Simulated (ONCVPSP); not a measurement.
**Pseudopotential generation for Ni: ONCV, PBE**

Aim: build the potential from the settings below, then test how well it stands in for the atom: other configurations, scattering, ghost states and the plane-wave cutoff that it needs.

The numbers are computed with ONCVPSP 4.0.1 (PBE, scalar-relativistic, spin-unpolarised reference atom).

**1. The design**

Typed settings, in words:

- element: nickel (Ni, Z = 28)
- type: optimised norm-conserving Vanderbilt (ONCV)
- frozen core: [Ne]
- valence charge: 18
- reference configuration: 3s2 3p6 3d8 4s1.5 4p0.5
- partial waves: 3s+4s: rc 1.05 bohr, ncon 4, nbas 8, qcut 11 1/bohr, 2 projectors; 3p+4p: rc 1.40 bohr, ncon 5, nbas 9, qcut 11 1/bohr, 3 projectors, debl 3.6 Ha; 3d: rc 1.45 bohr, ncon 4, nbas 8, qcut 12.3 1/bohr, 1 projector; f scattering state at 0.33 Ha: rc 1.20 bohr, ncon 5, nbas 8, qcut 8.8 1/bohr, 1 projector
- local potential: polynomial inside 0.90 bohr (lpopt 5, dvloc0 4 Ha)
- core correction: not asked for

The nodes and maxima of the atom's own shells, from an earlier all-electron run, set the scale for the radii.

All-electron outer shells of the reference configuration (PBE, scalar-relativistic, ld1.x):

```
shell  level (eV)  outermost node (bohr)  outermost maximum (bohr)
   2s     -982.83                   0.07                      0.21
   2p     -845.68                      –                      0.16
   3s     -112.11                   0.30                      0.64
   3p      -72.44                   0.27                      0.65
   3d       -9.90                      –                      0.63
   4s       -6.31                   0.92                      2.21
   4p       -1.71                   1.00                      3.10
```

**2. Generation**

Ni.dat

```
# ATOM AND REFERENCE CONFIGURATION
# atsym  z   nc   nv     iexc    psfile
  Ni 28.00    3    5        4      upf
#
#   n    l    f
    1    0    2.00
    2    0    2.00
    2    1    6.00
    3    0    2.00
    3    1    6.00
    3    2    8.00
    4    0    1.50
    4    1    0.50
#
# PSEUDOPOTENTIAL AND OPTIMIZATION
# lmax
    3
#
#   l,   rc,      ep,       ncon, nbas, qcut
    0    1.05    0.00    4    8   11.00
    1    1.40    0.00    5    9   11.00
    2    1.45    0.00    4    8   12.30
    3    1.20    0.33    5    8    8.80
#
# LOCAL POTENTIAL
# lloc, lpopt,  rc(5),   dvloc0
    4    5    0.90    4.00
#
# VANDERBILT-KLEINMAN-BYLANDER PROJECTORs
# l, nproj, debl
    0    2    1.80
    1    3    3.60
    2    1    4.00
    3    1    0.30
#
# MODEL CORE CHARGE
# icmod, fcfact, rcfact
    0    0.00    0.00
#
# LOG DERIVATIVE ANALYSIS
# epsh1, epsh2, depsh
   -6.00    5.00    0.04
#
# OUTPUT GRID
# rlmax, drl
    6.00    0.01
#
# TEST CONFIGURATIONS
# ncnf
    4
# nvcnf
#   n    l    f
    5
    3    0    2.00
    3    1    6.00
    3    2    8.00
    4    0    2.00
    4    1    0.00
#
    5
    3    0    2.00
    3    1    6.00
    3    2    8.00
    4    0    1.00
    4    1    0.00
#
    5
    3    0    2.00
    3    1    6.00
    3    2    8.00
    4    0    0.00
    4    1    0.00
#
    5
    3    0    2.00
    3    1    6.00
    3    2    8.50
    4    0    1.50
    4    1    0.00
#
```

Launch:

```console
$ oncvpsp.x < Ni.dat > Ni.out
```

Before running it: what results should come out? Wanted: cutoffs for 1 and 0.1 mHa per electron, occupied waves; bound ghosts; GHOST(+) flags; largest test error; largest phase difference near zero energy, channels read.

**Answer**, as computed:

| quantity | value |
| --- | --- |
| cutoffs for 1 and 0.1 mHa per electron, occupied waves | 54 Ha and 61 Ha |
| bound ghosts | none found |
| GHOST(+) flags | none at low energy |
| largest test error (AE − PS) | +3.4 meV, for 3s2 3p6 3d8 4s0 4p0 |
| largest phase difference near zero energy, channels read | 0.011 rad |

In words: By total energies transferability is very good: the largest error is 3.4 meV on 24.4 eV, for 3s2 3p6 3d8 4s0 4p0. The potential is hard: the looser tolerance needs 54 Ha. No bound ghost shows below the valence levels. Near zero energy the phases of the channels with partial waves agree within 0.011 rad.
